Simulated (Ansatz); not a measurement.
# TaSn11O24: the cost of one run

Computed with Ansatz 0.2.0 (DFT, PBE, plane-wave PAW, default files, scalar-relativistic, as far as a step names no other, unless a step's input says otherwise).

### 1 The structure to begin with

It takes space group Pmmm (No. 47, orthorhombic). Conventional cell: a = 6.738 Å, b = 6.738 Å, c = 9.622 Å, α = 90.00°, β = 90.00°, γ = 90.00°. Around Ta (site symmetry mmm) lie 6 O at 2.06 to 2.07 Å. Sn (site symmetry mm2) has 6 O at 2.06 to 2.07 Å as nearest neighbours. Around Sn (site symmetry mmm) lie 6 O at 2.06 to 2.07 Å. Only part of the 16 independent sites is listed.

Structure file:

```
Ta Sn O
1.0
     4.76482    4.76482    0.00000
    -4.76482    4.76482    0.00000
     0.00000    0.00000    9.62250
Ta Sn O
1 11 24
Direct
  0.50000 0.00000 0.16667
  0.50000 0.00000 0.50000
  0.50000 0.00000 0.83333
  0.00000 0.50000 0.16667
  0.00000 0.50000 0.50000
  0.00000 0.50000 0.83333
  0.00000 0.00000 0.00000
  0.00000 0.00000 0.33333
  0.00000 0.00000 0.66667
  0.50000 0.50000 0.00000
  0.50000 0.50000 0.33333
  0.50000 0.50000 0.66667
  0.50000 0.30597 0.16667
  0.50000 0.30597 0.50000
  0.50000 0.30597 0.83333
  0.00000 0.80597 0.16667
  0.00000 0.80597 0.50000
  0.00000 0.80597 0.83333
  0.50000 0.69403 0.16667
  0.50000 0.69403 0.50000
  0.50000 0.69403 0.83333
  0.00000 0.19403 0.16667
  0.00000 0.19403 0.50000
  0.00000 0.19403 0.83333
  0.30597 0.00000 0.00000
  0.30597 0.00000 0.33333
  0.30597 0.00000 0.66667
  0.80597 0.50000 0.00000
  0.80597 0.50000 0.33333
  0.80597 0.50000 0.66667
  0.69403 0.00000 0.00000
  0.69403 0.00000 0.33333
  0.69403 0.00000 0.66667
  0.19403 0.50000 0.00000
  0.19403 0.50000 0.33333
  0.19403 0.50000 0.66667
```

Atom 1 of the input is the impurity.

### 2 First run, atoms as given

Input file input.yaml:

```yaml
crystal:
  lattice:
    - [4.764818045, 4.764818045, 0.0]
    - [-4.764818045, 4.764818045, 0.0]
    - [0.0, 0.0, 9.62249931]
  atoms:
    - { symbol: Ta, position: [0.5, 0.0, 0.1666666667] }
    - { symbol: Sn, position: [0.5, 0.0, 0.5] }
    - { symbol: Sn, position: [0.5, 0.0, 0.8333333333] }
    - { symbol: Sn, position: [0.0, 0.5, 0.1666666667] }
    - { symbol: Sn, position: [0.0, 0.5, 0.5] }
    - { symbol: Sn, position: [0.0, 0.5, 0.8333333333] }
    - { symbol: Sn, position: [0.0, 0.0, 0.0] }
    - { symbol: Sn, position: [0.0, 0.0, 0.3333333333] }
    - { symbol: Sn, position: [0.0, 0.0, 0.6666666667] }
    - { symbol: Sn, position: [0.5, 0.5, 0.0] }
    - { symbol: Sn, position: [0.5, 0.5, 0.3333333333] }
    - { symbol: Sn, position: [0.5, 0.5, 0.6666666667] }
    - { symbol: O, position: [0.5, 0.3059723, 0.1666666667] }
    - { symbol: O, position: [0.5, 0.3059723, 0.5] }
    - { symbol: O, position: [0.5, 0.3059723, 0.8333333333] }
    - { symbol: O, position: [0.0, 0.8059723, 0.1666666667] }
    - { symbol: O, position: [0.0, 0.8059723, 0.5] }
    - { symbol: O, position: [0.0, 0.8059723, 0.8333333333] }
    - { symbol: O, position: [0.5, 0.6940277, 0.1666666667] }
    - { symbol: O, position: [0.5, 0.6940277, 0.5] }
    - { symbol: O, position: [0.5, 0.6940277, 0.8333333333] }
    - { symbol: O, position: [0.0, 0.1940277, 0.1666666667] }
    - { symbol: O, position: [0.0, 0.1940277, 0.5] }
    - { symbol: O, position: [0.0, 0.1940277, 0.8333333333] }
    - { symbol: O, position: [0.3059723, 0.0, 0.0] }
    - { symbol: O, position: [0.3059723, 0.0, 0.3333333333] }
    - { symbol: O, position: [0.3059723, 0.0, 0.6666666667] }
    - { symbol: O, position: [0.8059723, 0.5, 0.0] }
    - { symbol: O, position: [0.8059723, 0.5, 0.3333333333] }
    - { symbol: O, position: [0.8059723, 0.5, 0.6666666667] }
    - { symbol: O, position: [0.6940277, 0.0, 0.0] }
    - { symbol: O, position: [0.6940277, 0.0, 0.3333333333] }
    - { symbol: O, position: [0.6940277, 0.0, 0.6666666667] }
    - { symbol: O, position: [0.1940277, 0.5, 0.0] }
    - { symbol: O, position: [0.1940277, 0.5, 0.3333333333] }
    - { symbol: O, position: [0.1940277, 0.5, 0.6666666667] }
total_charge: 1
kpoints:
  mp_grid: { grid: [3, 3, 2] }
scf:
  occupations: { method: fermi_dirac, width: 0.01 }
hamiltonian:
  xc: pbe
  pseudopotentials: { kind: paw }
output:
  forces: true
  stress: true
  populations: true
  efg:
    quadrupole_moments_barn: { Ta: 3.17, Sn: -0.132, O: -0.02558 }
    contact_densities: true
  write_density: true
  write_potential: true
  elf: true
  volumetric_format: npy
```

Run with:

```sh
$ ansatz run input.yaml --threads 1 --pin off --max-ram 3072MiB --backend cpu --events-out ev --progress --plain --runs-dir out
```

Q: Estimate wall time and peak memory on 1 thread of Arm Neoverse V1, shared host.

About 98 s, with a peak of 1.1 GiB.
